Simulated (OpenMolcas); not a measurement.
**S⁺: RASSCF terms and fine-structure levels**

Which level of S⁺ lies lowest, and where do the others fall? The reference wave functions come first, then spin-orbit coupling.

Program: OpenMolcas 26.06. Level of theory: state-averaged RASSCF, spin-orbit coupling by RASSI with atomic mean-field integrals. These are calculated values, not measurements, unless marked.

2 further runs of the same task are left out: 2 set aside as unsound or not needed.

## (1) Starting point

| Property | Result |
| --- | --- |
| Species | S⁺ (sulfur, Z = 16, 15 electrons) |
| Basis | ANO-R3 [6s5p4d3f1g], 71 functions |
| Scalar Hamiltonian | X2C, finite nucleus |
| Inactive shells | 1s 2s 2p 3s |
| Active space | 3 electrons in 9 orbitals (RAS2 3p; RAS3 3d 4s, at most 1 electrons) |
| Some configurations of this space | 3s² 3p² 3d, 3s² 3p² 4s, 3s² 3p³ |
| Orbitals | optimised for each spin and parity, averaged over the low roots |

The outer shells:

3s2 3p2 3d
```
3s [↑↓]
3p [↑ ][↑ ][  ]
3d [↑ ][  ][  ][  ][  ]
```

3s2 3p2 4s
```
3s [↑↓]
3p [↑ ][↑ ][  ]
4s [↑ ]
```

3s2 3p3
```
3s [↑↓]
3p [↑ ][↑ ][↑ ]
```

Each step is its own input file, run in one work folder so that later steps find the files of earlier ones. Labels, J, g values, rates, χT and fits are worked out afterwards by a script from the matrices that RASSI stores.

## (2) Basis and integrals

Input file a.inp:

```
&GATEWAY
Coord
1

S 0.0 0.0 0.0
Basis=ANO-R3
Group=XYZ
NoMove
AngMom=0.0 0.0 0.0
AMFI
&SEWARD
```

On the command line:

```
> OMP_NUM_THREADS=1 MOLCAS_MEM=1689 MOLCAS_PROJECT=a pymolcas a.inp > a.log
```

## (3) RASSCF: quartets of odd parity, 1 root

Input file a.inp:

```
&RASSCF
FileOrb=start.orb
Symmetry=2
Spin=4
nActEl=3 0 1
Inactive=3 3
Ras2=0 3
Ras3=6 0
CIRoot=1 1 1
SDav=1
CIMx=300
Iter=120 100
PrWF=0.3
OrbListing=Nothing
MaxOrb=0
Thrs=2.0e-7 1.0e-1 5.0e-4
Atom
>>> COPY $Project.JobIph JOB001
```

start.orb holds the contracted functions of the basis, ordered by shell, or the orbitals of the step before.

## (4) RASSCF: doublets of odd parity, 8 roots

Input file a.inp:

```
&RASSCF
FileOrb=start.orb
Symmetry=2
Spin=2
nActEl=3 0 1
Inactive=3 3
Ras2=0 3
Ras3=6 0
CIRoot=8 8 1
SDav=8
CIMx=300
Iter=120 100
PrWF=0.3
OrbListing=Nothing
MaxOrb=0
Thrs=2.0e-7 1.0e-1 5.0e-4
Atom
>>> COPY $Project.JobIph JOB002
```

## (5) Reference wave functions, quartets of even parity, 18 roots

Input file a.inp:

```
&RASSCF
FileOrb=start.orb
Symmetry=1
Spin=4
nActEl=3 0 1
Inactive=3 3
Ras2=0 3
Ras3=6 0
CIRoot=18 18 1
SDav=18
CIMx=300
Iter=120 100
PrWF=0.3
OrbListing=Nothing
MaxOrb=0
Thrs=2.0e-7 1.0e-1 5.0e-4
Atom
>>> COPY $Project.JobIph JOB003
```

## (6) RASSCF: doublets of even parity, 54 roots

Input file a.inp:

```
&RASSCF
FileOrb=start.orb
Symmetry=1
Spin=2
nActEl=3 0 1
Inactive=3 3
Ras2=0 3
Ras3=6 0
CIRoot=54 54 1
SDav=54
CIMx=300
Iter=120 100
PrWF=0.3
OrbListing=Nothing
MaxOrb=0
Thrs=2.0e-7 1.0e-1 5.0e-4
Atom
>>> COPY $Project.JobIph JOB004
```

## (7) RASSI: spin-orbit coupling between the states

Input file a.inp:

```
&RASSI
NrOfJobIphs=4 1 8 18 54
1
1 2 3 4 5 6 7 8
1 2 3 4 5 6 7 8 9 10 11 12 13 14 15 16 17 18
1 2 3 4 5 6 7 8 9 10 11 12 13 14 15 16 17 18 19 20 21 22 23 24 25 26 27
28 29 30 31 32 33 34 35 36 37 38 39 40 41 42 43 44 45 46 47 48 49 50 51
52 53 54
IphNames
JOB001
JOB002
JOB003
JOB004
EJob
SpinOrbit
DIPRint=1.0
SOCoupling=1000.0
Subsets=2
MEES
Property=10
'ANGMOM' 1 'ANGMOM' 2 'ANGMOM' 3 'MLTPL  1' 1 'MLTPL  1' 2 'MLTPL  1' 3
'AMFI' 1 'AMFI' 2 'AMFI' 3 'MLTPL  2' 6
SOProperty=3
'ANGMOM' 1 'ANGMOM' 2 'ANGMOM' 3
```

(Steps that only read results are left out.)

Before running it: what results should come out? Wanted: lowest level; first excited level; spin-orbit lowering of the lowest level; strongest of the lines computed, by gA, at RASSCF energies.

**Answer**, as computed:

| quantity | value |
| --- | --- |
| method | RASSCF |
| lowest level | 3s² 3p³ ⁴S°_3/2, 100 % of that term, g = 2.002 |
| ground level listed by NIST | 4S°3/2 |
| first excited level | 3s² 3p³ ²D°_3/2 at 19239 cm⁻¹ |
| spin-orbit lowering of the lowest level | 5.9 cm⁻¹ |
| strongest of the lines computed, by gA, at RASSCF energies | 3s² 3p² 3d ²F_7/2(2) → 3s² 3p³ ²D°_5/2, 63.34 nm, A = 3.28e+10 s⁻¹ |

**Reading.** The computed levels miss the measured ones by 3900 cm⁻¹ on average. Only the configurations of the active space and the roots asked for are present. With the s shell closed, the highest p terms come out too high. Levels of other configurations are missing from the list.
